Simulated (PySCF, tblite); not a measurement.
# C₇H₁₂B₂Si: geometry, infrared bands and NMR shifts

Aim: predict the infrared bands and NMR shifts of C₇H₁₂B₂Si (`BBC[SiH2]c1ccccc1`).

The runs use tblite 0.8.0 and PySCF 2.14.0, with density-fitted response routines of our own; the level of theory stands in each step. All values are computed, except where a source is named. Atoms count from 0, in the outputs and in this text.

## Step 1: Starting geometry

22 atoms, charge 0, multiplicity 1; geometry from: force field or distance geometry start.

Bonds of the start (Å): B0–B1 1.65, B1–C2 1.60, C2–Si3 1.88, Si3–C4 1.84, C4–C5 1.41, C5–C6 1.40, C6–C7 1.40, C7–C8 1.40, C8–C9 1.39, C9–C4 1.40, B0–H10 1.19, B0–H11 1.17, B1–H12 1.18, C2–H13 1.10, C2–H14 1.12, Si3–H15 1.49, Si3–H16 1.46, C5–H17 1.09, C6–H18 1.07, C7–H19 1.08, C8–H20 1.09, C9–H21 1.08.

## Step 2: Optimising the geometry with GFN2-xTB

Job settings and geometry (Å):

```
{"job": {"kind": "relax", "xc": "GFN2-xTB", "basis": "xTB"}, "charge": 0, "multiplicity": 1}
B      2.080700     1.481000     0.256700
B      2.675900    -0.015100     0.607400
C      1.826500    -1.097700     1.417000
Si     0.539000    -1.880200     0.289900
C     -0.709500    -0.635200    -0.224600
C     -0.704700    -0.144200    -1.547900
C     -1.619800     0.838100    -1.937000
C     -2.541300     1.334200    -1.006500
C     -2.548400     0.844100     0.302900
C     -1.637800    -0.132100     0.697200
H      0.956100     1.756800     0.539900
H      2.752900     2.280500    -0.275400
H      3.816600    -0.235900     0.412100
H      2.496600    -1.890300     1.788200
H      1.310400    -0.603000     2.278900
H     -0.146400    -2.956200     1.052200
H      1.204600    -2.465000    -0.875300
H      0.018800    -0.517800    -2.265400
H     -1.613800     1.215500    -2.941700
H     -3.253400     2.089500    -1.305600
H     -3.271500     1.240500     1.020800
H     -1.641900    -0.488300     1.715500
```

Launch:

```sh
> OMP_NUM_THREADS=1 python probes_run.py task.json out
```

One launch serves the whole session: the jobs run in the order shown.

**Question.** This job is followed by: GFN2-xTB harmonic vibrations, gas phase; GIAO PBE0/pcSseg-1 NMR shielding, non-relativistic, gas phase. Predict these results of the whole session: strongest single infrared mode (GFN2-xTB); zero-point energy (GFN2-xTB); ¹³C shifts against TMS (PBE0/pcSseg-1, means over atoms taken as alike); ¹H shifts against TMS (PBE0/pcSseg-1, means over atoms taken as alike); ¹¹B shifts against BF3·OEt2 (PBE0/pcSseg-1); ²⁹Si shifts against TMS (PBE0/pcSseg-1); surface potential, 1st and 99th percentile.

**Answer**, as computed:

| quantity | value |
| --- | --- |
| strongest single infrared mode (GFN2-xTB) | 2178 cm⁻¹, 374 km/mol |
| zero-point energy (GFN2-xTB) | 101.9 kcal/mol |
| ¹³C shifts against TMS (PBE0/pcSseg-1, means over atoms taken as alike) | 140.9, 139.9, 135.8, 133.4, 24.6 ppm |
| ¹H shifts against TMS (PBE0/pcSseg-1, means over atoms taken as alike) | 9.48, 9.15, 7.78, 7.71, 7.69, 4.97, 1.96 ppm |
| ¹¹B shifts against BF3·OEt2 (PBE0/pcSseg-1) | 104.9, 99.2 ppm |
| ²⁹Si shifts against TMS (PBE0/pcSseg-1) | -44.4 ppm |
| surface potential, 1st and 99th percentile | -0.65 V and 1.03 V |

The optimisation took 92 steps and gained 0.563 eV; among the close pairs (by a distance rule), Si3–C4 changed most, from 1.837 to 1.887 Å. All 60 modes are real, so the xTB geometry is a minimum. The strongest single mode, at 2178 cm⁻¹, moves mainly H15. GFN2-xTB is a fitted tight-binding method: band positions and strengths are rough. Its intensities can rank the bands wrongly. At PBE0/pcSseg-1: The widest tensor belongs to B0: span 264 ppm, with a paramagnetic part of -201 ppm. NICS(1)zz of -29 ppm above the planar ring from C4 marks a diatropic (aromatic) ring current. By nearest atom (PBE0/pcSseg-1), the HOMO sits on C4, C7 about 26 % each; 4 C atoms about 7 % each and the LUMO on B0 48 %; H10, H11 about 14 % each.
